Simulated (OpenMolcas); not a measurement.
# Re⁴⁺ among point charges: CASSCF and CASPT2 levels and susceptibility

How does a field of 3 point charges split the states of Re⁴⁺, and what χT follows?

Method: state-averaged CASSCF and CASPT2, spin-orbit coupling by RASSI with atomic mean-field integrals. Code: OpenMolcas 26.06.

**1. The system**

```
Species                           : Re⁴⁺ (rhenium, Z = 75, 71 electrons)
Basis                             : ANO-RCC-VDZP [7s6p4d2f1g], 68 functions
Scalar Hamiltonian                : DKH2, point nucleus
Inactive shells                   : 1s 2s 2p 3s 3p 3d 4s 4p 4d 4f 5s 5p
Active space                      : 3 electrons in 5 orbitals (5d)
Some configurations of this space : 5d³
Orbitals                          : optimised for each spin and parity, averaged over all roots
```

The outer shells:

5d3
```
5d [↑ ][↑ ][↑ ][  ][  ]
```

The ion sits among 3 point charges of -3 e arranged as a planar triangle (D3h), 1.94 Å from the ion.

The work runs as a chain of OpenMolcas steps in one folder; each step below is one input file. Labels, J, g values, rates, χT and fits are worked out afterwards by a script from the matrices that RASSI stores.

**2. One- and two-electron integrals**

a.inp reads:

```
&GATEWAY
Coord
1

Re 0.0 0.0 0.0
Basis=ANO-RCC-VDZP
Group=NoSym
NoMove
AngMom=0.0 0.0 0.0
AMFI
XField
3 Angstrom 0
1.940000 0.000000 0.000000 -3.000000
-0.970000 1.680089 0.000000 -3.000000
-0.970000 -1.680089 0.000000 -3.000000
&SEWARD
```

Started as:

```
$ OMP_NUM_THREADS=1 MOLCAS_MEM=1689 MOLCAS_PROJECT=a pymolcas a.inp > a.log
```

**3. Reference wave functions, quartets, 10 roots**

a.inp reads:

```
&RASSCF
FileOrb=start.orb
Symmetry=1
Spin=4
nActEl=3 0 0
Inactive=34
Ras2=5
CIRoot=10 10 1
SDav=10
CIMx=300
Iter=120 100
PrWF=0.3
OrbListing=Nothing
MaxOrb=0
>>> COPY $Project.JobIph JOB001
```

start.orb holds the contracted functions of the basis, ordered by shell, or the orbitals of the step before.

**4. CASSCF: doublets, 40 roots**

a.inp reads:

```
&RASSCF
FileOrb=start.orb
Symmetry=1
Spin=2
nActEl=3 0 0
Inactive=34
Ras2=5
CIRoot=40 40 1
SDav=40
CIMx=300
Iter=120 100
PrWF=0.3
OrbListing=Nothing
MaxOrb=0
>>> COPY $Project.JobIph JOB002
```

**5. State interaction with spin-orbit coupling**

a.inp reads:

```
&RASSI
NrOfJobIphs=2 10 40
1 2 3 4 5 6 7 8 9 10
1 2 3 4 5 6 7 8 9 10 11 12 13 14 15 16 17 18 19 20 21 22 23 24 25 26 27
28 29 30 31 32 33 34 35 36 37 38 39 40
IphNames
JOB001
JOB002
EJob
SpinOrbit
DIPRint=1.0
SOCoupling=1000.0
Subsets=2
Property=9
'ANGMOM' 1 'ANGMOM' 2 'ANGMOM' 3 'MLTPL  1' 1 'MLTPL  1' 2 'MLTPL  1' 3
'AMFI' 1 'AMFI' 2 'AMFI' 3
SOProperty=3
'ANGMOM' 1 'ANGMOM' 2 'ANGMOM' 3
```

**6. CASPT2: IPEA 0.25, imaginary shift 0.1 (closed shells correlated: 4f 5s 5p)**

a.inp reads:

```
>>> COPY JOB001 $Project.JobIph
&CASPT2
Multistate=10 1 2 3 4 5 6 7 8 9 10
NoMult
Frozen=23
IPEA=0.25
Imaginary=0.1
MaxIter=60
WThr=0.0 0.3 0.05
PrWF=0.5
NoMix
>>> COPY JOB002 $Project.JobIph
&CASPT2
Multistate=40 1 2 3 4 5 6 7 8 9 10 11 12 13 14 15 16 17 18 19 20 21 22
23 24 25 26 27 28 29 30 31 32 33 34 35 36 37 38 39 40
NoMult
Frozen=23
IPEA=0.25
Imaginary=0.1
MaxIter=60
WThr=0.0 0.3 0.05
PrWF=0.5
NoMix
```

(Steps that only read results are left out.)

Before running it: what results should come out? Wanted: spin-free ground state; first state of the same spin within the active space; lowest level; next level.

As calculated:

| quantity | value |
| --- | --- |
| method | SS-CASPT2, IPEA 0.25, imaginary shift 0.1 (closed shells correlated: 4f 5s 5p) |
| spin-free ground state | 4A2, 1-fold in its orbital part |
| first state of the same spin within the active space | 4A1 at 17000 cm⁻¹ |
| lowest level | 2-fold E3/2, g = 0.00, 0.00, 5.53 |
| next level | 730.5 cm⁻¹ |
| χT at 300 K | 1.20 cm³ K/mol |
| effective moment at 300 K | 3.10 μB |

Cost by method:

```tsv
method	time of its own steps	time with the reference
A. CASSCF	13 s	13 s
B. SS-CASPT2, IPEA 0.25, imaginary shift 0.1, +4f 5s 5p	20 s	33 s
```

Times are of one thread on a shared host.

In words: The spin-free ground state (4A2) comes to 68 % from free-ion P terms and keeps the highest spin of the shell. χT at 300 K is 1.20, against 1.88 cm³ K/mol for the spin alone, so spin-orbit coupling lowers it. CASPT2 does not keep the components of a term degenerate, and the means are used. The field of point charges can differ much from that of real complexes. This is an electrostatic model: the charges have no orbitals.
